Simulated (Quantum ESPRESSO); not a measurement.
# MgB (Pm-3m) in Quantum ESPRESSO: reference runs

Reference runs on MgB: the cell as given and a disturbed copy.

All numbers are computed with Quantum ESPRESSO 7.5; they aren't measurements. Logs are shortened: lines on timing, memory, paths and dates and some standing lists are left out, and cuts for length are marked.

**1. Starting point**

Symmetry: Pm-3m, No. 221, cubic system. Conventional cell: a = 2.895 Å, b = 2.895 Å, c = 2.895 Å, α = 90.00°, β = 90.00°, γ = 90.00°. Around Mg (site symmetry m-3m) lie 8 B at 2.51 Å. Around B (site symmetry m-3m) lie 8 Mg at 2.51 Å.

The cell was built by a generator and needn't be a form met in nature.

**2. Single point, PBE**

Contents of pw.in:

```
&CONTROL
  calculation = 'scf'
  prefix = 'pwscf'
  outdir = './tmp'
  pseudo_dir = './pseudo'
  tprnfor = .true.
  tstress = .true.
  disk_io = 'low'
/
&SYSTEM
  ibrav = 0
  nat = 2
  ntyp = 2
  ecutwfc = 55
  ecutrho = 440
  nbnd = 7
  occupations = 'smearing'
  smearing = 'fd'
  degauss = 0.00367493
/
&ELECTRONS
  conv_thr = 4d-10
  electron_maxstep = 120
  mixing_beta = 0.5
/
ATOMIC_SPECIES
Mg    24.3050 Mg.pbe-n-kjpaw_psl.0.3.0.UPF
B     10.8100 b_pbe_v1.4.uspp.F.UPF
CELL_PARAMETERS angstrom
   2.8951500000    0.0000000000    0.0000000000
   0.0000000000    2.8951500000    0.0000000000
   0.0000000000    0.0000000000    2.8951500000
ATOMIC_POSITIONS crystal
Mg     0.0000000000    0.0000000000    0.0000000000
B      0.5000000000    0.5000000000    0.5000000000
K_POINTS automatic
9 9 9 0 0 0
```

Contents of pp_density.in:

```
&INPUTPP
  prefix = 'pwscf'
  outdir = './tmp'
  filplot = 'density.dat'
  plot_num = 0
/
&PLOT
  nfile = 1
  filepp(1) = 'density.dat'
  iflag = 3
  output_format = 6
  fileout = 'density.cube'
/
```

Contents of pp_potential.in:

```
&INPUTPP
  prefix = 'pwscf'
  outdir = './tmp'
  filplot = 'potential.dat'
  plot_num = 11
/
&PLOT
  nfile = 1
  filepp(1) = 'potential.dat'
  iflag = 3
  output_format = 6
  fileout = 'potential.cube'
/
```

Potentials or basis: SSSP 1.3 efficiency PBE.

Started as:

```
$ OMP_NUM_THREADS=1 pw.x -in pw.in > pw.out
$ OMP_NUM_THREADS=1 pp.x -in pp_density.in > pp_density.out
$ OMP_NUM_THREADS=1 pp.x -in pp_potential.in > pp_potential.out
```

pw.out:

```text
This program is part of the open-source Quantum ESPRESSO suite
     for quantum simulation of materials; please cite
         "P. Giannozzi et al., J. Phys.:Condens. Matter 21 395502 (2009);
         "P. Giannozzi et al., J. Phys.:Condens. Matter 29 465901 (2017);
         "P. Giannozzi et al., J. Chem. Phys. 152 154105 (2020);
     in publications or presentations arising from this work. More details at

     file Mg.pbe-n-kjpaw_psl.0.3.0.UPF: wavefunction(s)  3S renormalized
     Message from routine setup:
     using ibrav=0 with symmetry is DISCOURAGED, use correct ibrav instead

     G-vector sticks info
     --------------------
     sticks:   dense  smooth     PW     G-vecs:    dense   smooth      PW
     Sum        1049     517    169                25533     9045    1575

     Using Slab Decomposition

     bravais-lattice index     =            0
     lattice parameter (alat)  =       5.4710  a.u.
     unit-cell volume          =     163.7607 (a.u.)^3
     number of atoms/cell      =            2
     number of atomic types    =            2
     number of electrons       =         5.00
     number of Kohn-Sham states=            7
     kinetic-energy cutoff     =      55.0000  Ry
     charge density cutoff     =     440.0000  Ry
     scf convergence threshold =      4.0E-10
     mixing beta               =       0.5000
     number of iterations used =            8  plain     mixing
     Exchange-correlation=  SLA  PW   PBX  PBC
                           (   1   4   3   4   0   0   0)

     celldm(1)=   5.471041  celldm(2)=   0.000000  celldm(3)=   0.000000
     celldm(4)=   0.000000  celldm(5)=   0.000000  celldm(6)=   0.000000

     crystal axes: (cart. coord. in units of alat)
               a(1) = (   1.000000   0.000000   0.000000 )
               a(2) = (   0.000000   1.000000   0.000000 )
               a(3) = (   0.000000   0.000000   1.000000 )

     reciprocal axes: (cart. coord. in units 2 pi/alat)
               b(1) = (  1.000000  0.000000  0.000000 )
               b(2) = (  0.000000  1.000000  0.000000 )
               b(3) = (  0.000000  0.000000  1.000000 )

     PseudoPot. # 1 for Mg read from file:
     Mg.pbe-n-kjpaw_psl.0.3.0.UPF
     Pseudo is Projector augmented-wave + core cor, Zval =  2.0
     Generated using "atomic" code by A. Dal Corso  v.5.0.99 svn rev. 10869
     Shape of augmentation charge: PSQ
     Using radial grid of 1129 points,  4 beta functions with:
                l(1) =   0
                l(2) =   0
                l(3) =   1
                l(4) =   1
     Q(r) pseudized with 0 coefficients

     PseudoPot. # 2 for B  read from file:
     b_pbe_v1.4.uspp.F.UPF
     Pseudo is Ultrasoft + core correction, Zval =  3.0
     Generated by new atomic code, or converted to UPF format
     Using radial grid of  781 points,  4 beta functions with:
                l(1) =   0
                l(2) =   0
                l(3) =   1
                l(4) =   1
     Q(r) pseudized with  8 coefficients,  rinner =    1.100   1.100   1.100

     atomic species   valence    mass     pseudopotential
     Mg                2.00    24.30500     Mg( 1.00)
     B                 3.00    10.81000     B ( 1.00)

     48 Sym. Ops., with inversion, found

   Cartesian axes

     site n.     atom                  positions (alat units)
         1        Mg     tau(   1) = (   0.0000000   0.0000000   0.0000000  )
         2        B      tau(   2) = (   0.5000000   0.5000000   0.5000000  )

     number of k points=    35  Fermi-Dirac smearing, width (Ry)=  0.0037
                       cart. coord. in units 2pi/alat
        k(    1) = (   0.0000000   0.0000000   0.0000000), wk =   0.0027435
        k(    2) = (   0.0000000   0.0000000   0.1111111), wk =   0.0164609
        k(    3) = (   0.0000000   0.0000000   0.2222222), wk =   0.0164609
        k(    4) = (   0.0000000   0.0000000   0.3333333), wk =   0.0164609
        k(    5) = (   0.0000000   0.0000000   0.4444444), wk =   0.0164609
        k(    6) = (   0.0000000   0.1111111   0.1111111), wk =   0.0329218
[... 27 lines left out ...]
        k(   34) = (   0.3333333   0.4444444   0.4444444), wk =   0.0658436
        k(   35) = (   0.4444444   0.4444444   0.4444444), wk =   0.0219479

     Dense  grid:    25533 G-vectors     FFT dimensions: (  40,  40,  40)

     Smooth grid:     9045 G-vectors     FFT dimensions: (  25,  25,  25)

     Initial potential from superposition of free atoms

     starting charge       4.9988, renormalised to       5.0000
     Starting wfcs are    8 randomized atomic wfcs

     Self-consistent Calculation

     iteration #  1     ecut=    55.00 Ry     beta= 0.50
     Davidson diagonalization with overlap
     ethr =  1.00E-02,  avg # of iterations =  3.7

     Threshold (ethr) on eigenvalues was too large:
     Diagonalizing with lowered threshold

     Davidson diagonalization with overlap
     ethr =  7.14E-04,  avg # of iterations =  1.2

     total energy              =     -39.88943531 Ry
     estimated scf accuracy    <       0.03492281 Ry

     iteration #  2     ecut=    55.00 Ry     beta= 0.50
     Davidson diagonalization with overlap
     ethr =  6.98E-04,  avg # of iterations =  1.0

     total energy              =     -39.89279254 Ry
     estimated scf accuracy    <       0.00243070 Ry

     iteration #  3     ecut=    55.00 Ry     beta= 0.50
     Davidson diagonalization with overlap
     ethr =  4.86E-05,  avg # of iterations =  2.5

     total energy              =     -39.89309919 Ry
     estimated scf accuracy    <       0.00030032 Ry

     iteration #  4     ecut=    55.00 Ry     beta= 0.50
     Davidson diagonalization with overlap
     ethr =  6.01E-06,  avg # of iterations =  3.3

     total energy              =     -39.89323630 Ry
     estimated scf accuracy    <       0.00000080 Ry

     iteration #  5     ecut=    55.00 Ry     beta= 0.50
     Davidson diagonalization with overlap
     ethr =  1.61E-08,  avg # of iterations =  5.6

     total energy              =     -39.89324466 Ry
     estimated scf accuracy    <       0.00000014 Ry

     iteration #  6     ecut=    55.00 Ry     beta= 0.50
     Davidson diagonalization with overlap
     ethr =  2.83E-09,  avg # of iterations =  2.3

     total energy              =     -39.89324468 Ry
     estimated scf accuracy    <       0.00000004 Ry

     iteration #  7     ecut=    55.00 Ry     beta= 0.50
     Davidson diagonalization with overlap
     ethr =  7.41E-10,  avg # of iterations =  1.9

     End of self-consistent calculation

          k = 0.0000 0.0000 0.0000 (  1141 PWs)   bands (ev):

    -4.3095   8.9672   8.9672   8.9672  13.4898  13.4898  15.3998

          k = 0.0000 0.0000 0.1111 (  1133 PWs)   bands (ev):

    -4.1137   7.5402   9.0781   9.0781  13.7080  14.5800  15.9684

          k = 0.0000 0.0000 0.2222 (  1133 PWs)   bands (ev):

    -3.5336   5.1667   9.3818   9.3818  14.3607  15.4319  17.7869

          k = 0.0000 0.0000 0.3333 (  1133 PWs)   bands (ev):

    -2.6003   2.9058   9.7789   9.7789  15.4386  16.1438  18.5918

          k = 0.0000 0.0000 0.4444 (  1141 PWs)   bands (ev):

    -1.4773   1.0986  10.0793  10.0793  16.8665  16.8742  18.2066

          k = 0.0000 0.1111 0.1111 (  1133 PWs)   bands (ev):

    -3.9190   7.4922   7.8845   9.1902  14.3105  15.4697  16.1825

          k = 0.0000 0.1111 0.2222 (  1128 PWs)   bands (ev):

    -3.3418   5.3145   8.1100   9.4974  14.9216  16.1405  17.5607

          k = 0.0000 0.1111 0.3333 (  1131 PWs)   bands (ev):

    -2.4139   3.0762   8.6428   9.8991  15.4845  16.2987  17.9711

          k = 0.0000 0.1111 0.4444 (  1137 PWs)   bands (ev):

    -1.3009   1.2845   9.0833  10.2034  15.1603  17.1025  18.0145

          k = 0.0000 0.2222 0.2222 (  1137 PWs)   bands (ev):

    -2.7738   5.4726   6.1455   9.8141  15.1210  16.0038  18.3309

          k = 0.0000 0.2222 0.3333 (  1133 PWs)   bands (ev):

    -1.8622   3.5601   6.5248  10.2291  13.6535  16.5797  18.9206

          k = 0.0000 0.2222 0.4444 (  1131 PWs)   bands (ev):

    -0.7771   1.8209   7.1052  10.5440  12.4554  17.5561  18.5952

          k = 0.0000 0.3333 0.3333 (  1139 PWs)   bands (ev):

    -0.9778   4.0128   4.6921  10.6619  11.5530  17.3145  19.3597

          k = 0.0000 0.3333 0.4444 (  1125 PWs)   bands (ev):

     0.0690   2.6153   5.0847  10.1433  10.9912  18.2139  19.0940

          k = 0.0000 0.4444 0.4444 (  1120 PWs)   bands (ev):

     1.0948   3.2669   3.5296   8.6274  11.3317  18.9350  19.3231

          k = 0.1111 0.1111 0.1111 (  1114 PWs)   bands (ev):

    -3.7251   7.6343   7.6343   8.2416  15.5771  15.5771  16.3428

          k = 0.1111 0.1111 0.2222 (  1130 PWs)   bands (ev):

    -3.1509   5.4625   8.0345   8.4792  15.7759  16.3947  17.3601

          k = 0.1111 0.1111 0.3333 (  1141 PWs)   bands (ev):

    -2.2284   3.2453   8.5908   8.9826  15.6182  16.2377  17.5789

          k = 0.1111 0.1111 0.4444 (  1139 PWs)   bands (ev):

    -1.1251   1.4686   9.0512   9.3964  15.0932  15.6407  17.7809

          k = 0.1111 0.2222 0.2222 (  1128 PWs)   bands (ev):

    -2.5858   5.6288   6.2671   8.6893  15.4788  16.4556  17.7105

          k = 0.1111 0.2222 0.3333 (  1129 PWs)   bands (ev):

    -1.6792   3.7254   6.6581   9.2115  13.8219  16.3572  17.8208

          k = 0.1111 0.2222 0.4444 (  1127 PWs)   bands (ev):

    -0.6029   2.0001   7.2341   9.6425  12.6188  15.8249  18.0001

          k = 0.1111 0.3333 0.3333 (  1123 PWs)   bands (ev):

    -0.7993   4.1721   4.8483   9.7327  11.7213  16.7397  17.4912

          k = 0.1111 0.3333 0.4444 (  1128 PWs)   bands (ev):

     0.2403   2.7857   5.2345  10.1599  10.3203  16.4195  17.5633

          k = 0.1111 0.4444 0.4444 (  1122 PWs)   bands (ev):

     1.2619   3.4264   3.6900   8.8153  10.5833  16.8819  16.9830

          k = 0.2222 0.2222 0.2222 (  1126 PWs)   bands (ev):

    -2.0293   6.0756   6.0756   7.1755  15.8563  16.0256  16.0256

          k = 0.2222 0.2222 0.3333 (  1136 PWs)   bands (ev):

    -1.1379   4.1939   6.7203   7.5742  14.1813  14.3848  16.5514

          k = 0.2222 0.2222 0.4444 (  1128 PWs)   bands (ev):

    -0.0859   2.5162   7.2892   8.1297  12.9454  13.2541  16.9897

          k = 0.2222 0.3333 0.3333 (  1127 PWs)   bands (ev):

    -0.2713   4.6291   5.2650   7.8857  12.1954  14.8456  14.9685

          k = 0.2222 0.3333 0.4444 (  1126 PWs)   bands (ev):

     0.7488   3.2754   5.6454   8.4286  10.8185  13.7555  15.4186

          k = 0.2222 0.4444 0.4444 (  1123 PWs)   bands (ev):

     1.7589   3.8845   4.1500   8.9458   9.3490  14.2944  14.3145

          k = 0.3333 0.3333 0.3333 (  1118 PWs)   bands (ev):

     0.5741   5.2942   5.2942   6.5908  12.8311  12.8311  12.9272

          k = 0.3333 0.3333 0.4444 (  1119 PWs)   bands (ev):

     1.5696   3.9908   5.8902   6.9631  11.4820  11.5673  13.4265

          k = 0.3333 0.4444 0.4444 (  1112 PWs)   bands (ev):

     2.5663   4.5521   4.8092   7.1729  10.1023  12.1229  12.1296

          k = 0.4444 0.4444 0.4444 (  1088 PWs)   bands (ev):

     3.5796   5.1517   5.1517   5.9000  10.7516  10.7516  10.7534

     the Fermi energy is     6.5940 ev

!    total energy              =     -39.89324470 Ry
     estimated scf accuracy    <          7.0E-11 Ry
     smearing contrib. (-TS)   =      -0.00049844 Ry
     internal energy E=F+TS    =     -39.89274625 Ry

     The total energy is F=E-TS. E is the sum of the following terms:
     one-electron contribution =       3.89557621 Ry
     hartree contribution      =       0.51764276 Ry
     xc contribution           =      -4.49761544 Ry
     ewald contribution        =      -8.50077752 Ry
     one-center paw contrib.   =     -31.30757226 Ry

     convergence has been achieved in   7 iterations

     Forces acting on atoms (cartesian axes, Ry/au):

     atom    1 type  1   force =     0.00000000    0.00000000    0.00000000
     atom    2 type  2   force =     0.00000000    0.00000000    0.00000000

     Total force =     0.000000     Total SCF correction =     0.000000

     Computing stress (Cartesian axis) and pressure

          total   stress  (Ry/bohr**3)                   (kbar)     P=       -1.49
  -0.00001016   0.00000000   0.00000000           -1.49        0.00        0.00
   0.00000000  -0.00001016   0.00000000            0.00       -1.49        0.00
   0.00000000   0.00000000  -0.00001016            0.00        0.00       -1.49

=------------------------------------------------------------------------------=
   JOB DONE.
=------------------------------------------------------------------------------=
```

Run time: 4.1 s. Hardware: 1 thread of Arm Neoverse V2, shared host; peak memory 0.05 GiB.

What came out:

| Quantity | Value |
| --- | --- |
| Free energy | -542.7752 eV |
| Pressure | -0.1 GPa |
| Band gap on the k mesh | none (metal or under the smearing width) |

Levels at points of the mesh, in eV from the Fermi level:
```
           k point  band 1  band 2  band 3  band 4  band 5  band 6
(0.00, 0.00, 0.00)  -10.90    2.37    2.37    2.37    6.90    6.90
```

(Continued in part 2 of 2.)
